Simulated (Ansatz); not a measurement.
# YCu2S2 (P1) in Ansatz: convergence with n extra bands

Aim: find how far n extra bands must go before the results for YCu2S2 settle, at PBE+U. This setting moves, with any that are tied to it; all else stays.

Program: Ansatz 0.2.0. These are calculated values, not measurements. Logs are shortened: lines on timing, memory, paths and dates and some standing lists are left out, and cuts for length are marked.

### Step 1. The cell of the first run

The typed cell holds 5 atoms: a = 3.927 Å, b = 3.927 Å, c = 6.414 Å, α = 90.00°, β = 90.00°, γ = 120.00°.

The cell comes from a database or a generator and needn't be the stable form of this composition.

The cell isn't the ideal one: atoms moved at random, drawn with an rms of 0.05 Å.

### Step 2. With n extra bands 1

File input.yaml:

```yaml
crystal:
  lattice:
    - [3.9274043162, 0.0, 0.0]
    - [-1.9637021581, 3.4012319087, 0.0]
    - [0.0, 0.0, 6.414112]
  atoms:
    - { symbol: "Y", position: [-0.012626, -0.006433, 0.001953] }
    - { symbol: Cu, position: [0.328581, 0.664152, 0.337109] }
    - { symbol: Cu, position: [0.676774, 0.336592, 0.663803] }
    - { symbol: S, position: [0.333145, 0.661885, 0.733842] }
    - { symbol: S, position: [0.676183, 0.335574, 0.269669] }
hamiltonian:
  xc: pbe
  pseudopotentials: { kind: paw }
  hubbard:
    sites:
      - { species: Cu, l: d, u_eff: 5.0 }
      - { species: "Y", l: d, u_eff: 4.0 }
kpoints:
  mp_grid: { grid: [6, 6, 3] }
scf:
  occupations: { method: cold, width: 0.1 }
  n_extra_bands: 1
output:
  forces: true
  stress: true
  eigenvalues: true
```

Potentials or basis: Ansatz PAW.

Run with:

```console
$ ansatz run input.yaml --threads 2 --pin off --max-ram 5632MiB --backend cpu --events-out ev --progress --plain --runs-dir out
```

Run time: 15 s. Hardware: 2 threads of Arm Neoverse V2, shared host; peak memory 0.49 GiB.

What came out:

```yaml
Free_energy: -18902.8767 eV
Pressure: 6.4 GPa
Largest_force: 0.442 eV/Å
Band_gap_on_the_k_mesh: none (metal or under the smearing width)
```

### Step 3. With n extra bands 2

input.yaml: that of step 2 with these lines changed.

```diff
@@ -22,3 +22,3 @@
   occupations: { method: cold, width: 0.1 }
-  n_extra_bands: 1
+  n_extra_bands: 2
 output:
```

Potentials or basis: Ansatz PAW.

Run with:

```console
$ ansatz run input.yaml --threads 2 --pin off --max-ram 5632MiB --backend cpu --events-out ev --progress --plain --runs-dir out
```

Wall time 13 s (2 threads of Arm Neoverse V2, shared host); peak memory 0.5 GiB.

Results:

```
Free energy            : -18902.8767 eV
Pressure               : 6.4 GPa
Largest force          : 0.442 eV/Å
Band gap on the k mesh : none (metal or under the smearing width)
```

### Step 4. With n extra bands 4

input.yaml: that of step 3 with these lines changed.

```diff
@@ -22,3 +22,3 @@
   occupations: { method: cold, width: 0.1 }
-  n_extra_bands: 2
+  n_extra_bands: 4
 output:
```

Run with:

```console
$ ansatz run input.yaml --threads 2 --pin off --max-ram 5632MiB --backend cpu --events-out ev --progress --plain --runs-dir out
```

Run time: 13 s. Hardware: 2 threads of Arm Neoverse V2, shared host; peak memory 0.5 GiB.

Results:

```yaml
Free_energy: -18902.8767 eV
Pressure: 6.4 GPa
Largest_force: 0.442 eV/Å
Band_gap_on_the_k_mesh: none (metal or under the smearing width)
```

### Step 5. With n extra bands 8

input.yaml: that of step 4 with these lines changed.

```diff
@@ -22,3 +22,3 @@
   occupations: { method: cold, width: 0.1 }
-  n_extra_bands: 4
+  n_extra_bands: 8
 output:
```

Run with:

```console
$ ansatz run input.yaml --threads 2 --pin off --max-ram 5632MiB --backend cpu --events-out ev --progress --plain --runs-dir out
```

Wall time 14 s (2 threads of Arm Neoverse V2, shared host); peak memory 0.51 GiB.

Results (log left out):

- Free energy: -18902.8767 eV
- Pressure: 6.4 GPa
- Largest force: 0.442 eV/Å
- Band gap on the k mesh: none (metal or under the smearing width)

### Step 6. With n extra bands 16

input.yaml: that of step 5 with these lines changed.

```diff
@@ -22,3 +22,3 @@
   occupations: { method: cold, width: 0.1 }
-  n_extra_bands: 8
+  n_extra_bands: 16
 output:
```

Potentials or basis: Ansatz PAW.

Run with:

```console
$ ansatz run input.yaml --threads 2 --pin off --max-ram 5632MiB --backend cpu --events-out ev --progress --plain --runs-dir out
```

It took 16 s on 2 threads of Arm Neoverse V2, shared host; peak memory 0.52 GiB.

Results (log left out):

```
Free energy            : -18902.8767 eV
Pressure               : 6.4 GPa
Largest force          : 0.442 eV/Å
Band gap on the k mesh : none (metal or under the smearing width)
```

### Step 7. With n extra bands 32

input.yaml: that of step 6 with these lines changed.

```diff
@@ -22,3 +22,3 @@
   occupations: { method: cold, width: 0.1 }
-  n_extra_bands: 16
+  n_extra_bands: 32
 output:
```

Potentials or basis: Ansatz PAW.

Run with:

```console
$ ansatz run input.yaml --threads 2 --pin off --max-ram 5632MiB --backend cpu --events-out ev --progress --plain --runs-dir out
```

The program printed:

```text
Warning: RAYON_NUM_THREADS=2 ignored (pool sized by the plan → 2); use --threads N
Y: projections on atomic orbitals take those of the free atom [Ar 3d10] 4s2 4p6 4d1 5s2, of charge +0.00 (hamiltonian.pseudopotentials.projection_atoms); the dataset's partial waves leave at most 3.7e-6 of an orbital's norm unspanned inside its sphere
Cu: projections on atomic orbitals take those of the free atom [Ne] 3s2 3p6 3d10 4s1, of charge +0.00 (hamiltonian.pseudopotentials.projection_atoms); the dataset's partial waves leave at most 2.0e-6 of an orbital's norm unspanned inside its sphere
S: projections on atomic orbitals take those of the free atom [Ne] 3s2 3p4, of charge +0.00 (hamiltonian.pseudopotentials.projection_atoms); the dataset's partial waves leave at most 1.6e-7 of an orbital's norm unspanned inside its sphere
scf.n_extra_bands = 32 over 31 filled bands (N_el = 61.0): the run solves 63 bands
Engine: ansatz 0.2.0, aarch64-unknown-linux-gnu
Pseudopotentials: kind: paw
Pseudopotential: Y, paw, valence charge 11, recommended cutoff 420 eV (normal), Y.paw.azcp
Pseudopotential: Cu, paw, valence charge 19, recommended cutoff 420 eV (normal), Cu.paw.azcp
[... 71 lines left out ...]
--- Stress (GPa, compression-positive) ---
        7.981219       0.911230       0.515888
        0.911230       6.864852       0.243549
        0.515888       0.243549       4.273530
  P = ⅓ Tr σ = 6.3732 GPa (63.732 kbar)
--- Band table (eV; the first three rows and the last of 56) ---
  k-point 0: bands = ["-99.6159", "-99.5971", "-57.0453", "-57.0285", "-57.0277", "-57.0213", "-57.0138", "-57.0105", "-31.5583", "-11.6462", "-11.4790", "-11.4615", "-2.6640", "-1.7401", "5.6297", "5.9772", "5.9875", "6.0017", "6.0535", "6.9179", "7.2121", "7.2800", "7.5732", "7.7464", "7.7494", "10.1378", "10.1821", "10.6782", "11.0755", "11.0980", "12.5970", "13.2570", "14.0504", "14.1091", "14.2962", "15.3188", "15.3239", "17.1054", "17.2454", "19.0207", "20.0889", "21.0226", "21.1671", "21.5662", "22.4948", "22.5611", "23.3246", "23.6114", "23.6586", "23.8161", "26.4112", "26.7833", "26.9029", "30.0468", "31.0675", "31.1806", "31.3358", "31.4558", "32.3719", "33.4221", "33.6302", "34.7442", "34.9570"]
  k-point 1: bands = ["-99.6163", "-99.5975", "-57.0453", "-57.0285", "-57.0277", "-57.0213", "-57.0138", "-57.0105", "-31.5567", "-11.6471", "-11.4789", "-11.4615", "-2.4509", "-1.9888", "5.6974", "5.8753", "5.9125", "6.1065", "6.1294", "6.9129", "7.2667", "7.3344", "7.6438", "7.6974", "7.7040", "10.1152", "10.3139", "10.3258", "10.7898", "10.8425", "13.1033", "13.5832", "14.1010", "14.2989", "14.4873", "15.7177", "15.7330", "17.2227", "17.3280", "17.5871", "19.1368", "19.7975", "19.9376", "21.4956", "22.2655", "22.2832", "24.1875", "24.9730", "24.9896", "26.2551", "27.4231", "27.5280", "27.5369", "29.0742", "29.4363", "29.5579", "31.1435", "31.3978", "31.4637", "31.5225", "34.1900", "34.2579", "35.3156"]
  k-point 2: bands = ["-99.6152", "-99.5964", "-57.0453", "-57.0286", "-57.0276", "-57.0213", "-57.0138", "-57.0104", "-31.5583", "-11.6295", "-11.5339", "-11.4769", "-2.4701", "-1.6842", "5.7107", "5.8667", "6.0115", "6.0720", "6.1543", "6.7675", "7.2091", "7.4133", "7.4966", "7.7395", "7.8986", "9.3282", "9.8043", "9.8758", "10.4291", "10.5841", "13.2988", "13.7002", "14.5458", "14.8454", "15.0821", "15.3799", "15.7013", "17.3189", "18.3137", "18.3714", "19.6317", "20.3169", "20.5705", "21.0865", "22.2278", "22.6235", "23.9885", "24.1114", "24.7492", "25.4778", "26.3932", "27.1104", "27.8426", "28.5606", "29.0213", "30.5563", "31.3656", "31.5150", "32.4053", "32.6634", "33.0900", "33.6330", "33.7116"]
  k-point 55: bands = ["-99.6143", "-99.5948", "-57.0453", "-57.0286", "-57.0275", "-57.0211", "-57.0138", "-57.0103", "-31.5427", "-11.7092", "-11.5855", "-11.5141", "-1.7652", "-1.5650", "5.0317", "5.5655", "6.3319", "6.4530", "6.5966", "6.7977", "7.1866", "7.4904", "7.5749", "7.7548", "7.7785", "8.0671", "8.5974", "8.6652", "9.7721", "10.0372", "12.7261", "14.3463", "15.0006", "15.9298", "16.2004", "16.3609", "16.5133", "17.7882", "18.5857", "19.4286", "20.1139", "20.4669", "21.3613", "22.1675", "22.9493", "23.4457", "23.5212", "23.9471", "24.8944", "24.9614", "25.2690", "27.2427", "27.9599", "28.8214", "29.0856", "29.5402", "29.9845", "31.2199", "31.8035", "32.1326", "33.0820", "33.4260", "33.7194"]
Occupation matrices written to <dir>
```

occupation_matrices:

```text
# The occupation matrices of the corrected shells as a run of Ansatz 0.0.0 ended. An entry of
# hamiltonian.hubbard.sites starts from them by `starting_ns: <path of this file>`, where that key's refused
# combinations let it.
[... 38 lines left out ...]
  site2_d:
    matrix:
      - [0.97905795242595, -0.0001222527423711829, -0.0001879107609360819, 0.0008089825543787722, 0.0007783966060018139]
      - [-0.0001222527423711829, 0.9913014479110321, 7.39567519602015e-5, 0.0002872941424199774, -0.0019903521267504846]
      - [-0.0001879107609360819, 7.39567519602015e-5, 0.9912819562174904, -0.0023861845913256165, 0.0002898097240243021]
      - [0.0008089825543787722, 0.0002872941424199774, -0.0023861845913256165, 0.9832249229182402, -6.157159109712112e-5]
      - [0.0007783966060018139, -0.0019903521267504846, 0.0002898097240243021, -6.157159109712112e-5, 0.983069333932899]
```

Wall time 19 s (2 threads of Arm Neoverse V2, shared host); peak memory 0.56 GiB.

What came out:

| Item | Value |
| --- | --- |
| Free energy | -18902.8767 eV |
| Pressure | 6.4 GPa |
| Largest force | 0.442 eV/Å |
| Band gap on the k mesh | none (metal or under the smearing width) |

### Step 8. Summary

```
n extra bands  energy less the tightest run, at zero smearing (meV/atom)  SCF cycles  CPU time (s)  peak memory (GiB)
            1                                                       0.00          14            29               0.49
            2                                                       0.00          14            26                0.5
            4                                                       0.00          14            26                0.5
            8                                                       0.00          14            28               0.51
           16                                                       0.00          14            31               0.52
           32                                                       0.00          14            38               0.56
```

Against the tightest run, the energy stays within 1 meV/atom from 1 on. The tightest run that finished is the yardstick and may itself not be fully converged.

Caveats: the run has no spin polarisation, though such a crystal can be magnetic; U without spin polarisation on a metal has little footing.
